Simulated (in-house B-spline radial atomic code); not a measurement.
# W⁴⁵⁺: excited configurations

Wanted: excitation energies of W⁴⁵⁺ as differences of total energies (ΔSCF).

Method: non-relativistic Hartree-Fock, average of configuration, point nucleus, basis-set limit. Code: in-house B-spline radial atomic code version 1.

## Step 1: Starting point

```
element       : tungsten (Z = 74)
charge        : +45
electrons     : 29
configuration : [Ar] 3d10 4s1
Hamiltonian   : non-relativistic
nucleus       : point
```

The outer shells:

[Ar] 3d10 4s1
```
[Ar] core
3d [↑↓][↑↓][↑↓][↑↓][↑↓]
4s [↑ ]
```

The boxes draw the filling by Hund's rule, which heavy ions in jj coupling don't follow; these runs average over all states of the configuration.

Settings of the run:

```ini
Z = 74
electrons = 29.0
configuration = [Ar] 3d10 4s1
hamiltonian = nr
method = hf
spin_polarised = False
```

The reference is known from an earlier run: -13909.386102 hartree in all. Up to eight levels, counted from the top:

```
orbital  occupation  energy (eV)  <r> (bohr)
     1s           2     -66543.8     0.02047
     2s           2     -12908.5     0.08623
     2p           6     -12457.5     0.07302
     3s           2     -4581.35      0.2141
     3p           6     -4375.01      0.2042
     3d          10     -4006.64      0.1787
     4s           1     -2270.22      0.4180
```

## Step 2: Run with [Ar] 3d9 5d1 6g1

Settings of the run:

```ini
Z = 74
electrons = 29.0
configuration = [Ar] 3d9 5d1 6g1
hamiltonian = nr
method = hf
spin_polarised = False
```

## Step 3: Configuration [Ne] 3s2 3p5 3d9 4s2 4d1

Settings of the run:

```ini
Z = 74
electrons = 29.0
configuration = [Ne] 3s2 3p5 3d9 4s2 4d1
hamiltonian = nr
method = hf
spin_polarised = False
```

How far above the reference does each configuration lie (order and size, in eV)?

The runs gave:

| net move | configuration | energy above the reference (eV) | largest <r> (bohr) |
| --- | --- | --- | --- |
| 3d, 3p → 4d, 4s | [Ne] 3s2 3p5 3d9 4s2 4d1 | 4059.87 | 0.414 |
| 3d, 4s → 5d, 6g | [Ar] 3d9 5d1 6g1 | 4219.25 | 0.940 |

The lowest of them is 3d, 3p → 4d, 4s at 4059.87 eV and the highest 3d, 4s → 5d, 6g at 4219.25 eV. Koopmans' estimate of the ionisation threshold is 2270.22 eV; 2 configurations exceed it by over 2 % and could autoionise. Two partly filled shells share a symmetry and can mix in the average, which may lower the energy, for: 3d, 3p → 4d, 4s; 3d, 4s → 5d, 6g. These are averages over configurations, without correlation, not spectroscopic levels.
